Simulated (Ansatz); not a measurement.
# Ta2W3: the cost of one run

Method: DFT PBE, scalar-relativistic, plane waves, PAW, unless a step names another level, in Ansatz 0.2.0.

### 1 The system as given

It takes space group I4/mmm (No. 139, tetragonal). The conventional cell has a = 3.224 Å, b = 3.224 Å, c = 16.196 Å, α = 90.00°, β = 90.00°, γ = 90.00°. Ta (site symmetry 4mm) is surrounded by 9 W at 2.79 to 3.20 Å. W (site symmetry 4mm) is surrounded by 4 W at 2.74 Å and 4 Ta at 2.83 Å. Around W (site symmetry 4/mmm) lie 8 Ta at 2.79 Å.

Structure file:

```
Ta W
1.0
    -1.61224    1.61224    8.09811
     1.61224   -1.61224    8.09811
     1.61224    1.61224   -8.09811
Ta W
2 3
Direct
  0.90030 0.90030 0.00000
  0.09970 0.09970 0.00000
  0.70288 0.70288 0.00000
  0.29712 0.29712 0.00000
  0.50000 0.50000 0.00000
```

The cell was relaxed beforehand at this level, from a generated guess; it is a trial structure. At a tolerance of 0.05 Å it has space group I4/mmm (No. 139); it has 16.84 Å³/atom, an uncorrected energy of -0.11 eV/atom over the elements.

### 2 Static run: bands, density of states and charges

The input, input.yaml:

```yaml
crystal:
  lattice:
    - [-1.6122425474, 1.6122425474, 8.0981104727]
    - [1.6122425474, -1.6122425474, 8.0981104727]
    - [1.6122425474, 1.6122425474, -8.0981104727]
  atoms:
    - { symbol: Ta, position: [0.9002969966, 0.9002969966, 0.0] }
    - { symbol: Ta, position: [0.0997030034, 0.0997030034, 0.0] }
    - { symbol: W, position: [0.7028815048, 0.7028815048, 0.0] }
    - { symbol: W, position: [0.2971184952, 0.2971184952, 0.0] }
    - { symbol: W, position: [0.5, 0.5, 0.0] }
basis:
  ecutwfc: 420
kpoints:
  mp_grid: { grid: [16, 16, 16] }
  band_path:
    path:
      - [[0.0, 0.0, 0.0], [0.0, 0.0, 0.5], [0.25, 0.25, 0.25], [0.0, 0.5, 0.0], [0.0, 0.0, 0.0], [0.5, 0.5, -0.5], [0.25990908, 0.74009092, -0.25990908]]
      - [[-0.25990908, 0.25990908, 0.25990908], [0.0, 0.0, 0.0]]
      - [[0.0, 0.0, 0.5], [-0.01981816, 0.01981816, 0.5]]
      - [[0.5, 0.5, -0.01981816], [0.5, 0.5, -0.5]]
    npoints: 14
hamiltonian:
  xc: pbe
scf:
  occupations: { method: gaussian, width: 0.1 }
  n_extra_bands: 12
output:
  forces: true
  stress: true
  eigenvalues: true
  populations: true
  dos: { projected: true, de: 0.02, nscf_kmesh: { grid: [20, 20, 20] } }
  bader: true
  write_density: true
  write_potential: true
  elf: true
  volumetric_format: npy
```

The run is started by

```bash
> ansatz run input.yaml --threads 4 --pin off --max-ram 8192MiB --backend cpu --events-out ev --progress --plain --runs-dir out
```

**Question.** How long does this run take on 4 threads of Intel Xeon at 2.50GHz (Skylake/Cascade Lake), shared host, and how much memory does it need?

About 2.4 min, with a peak of 1.7 GiB.
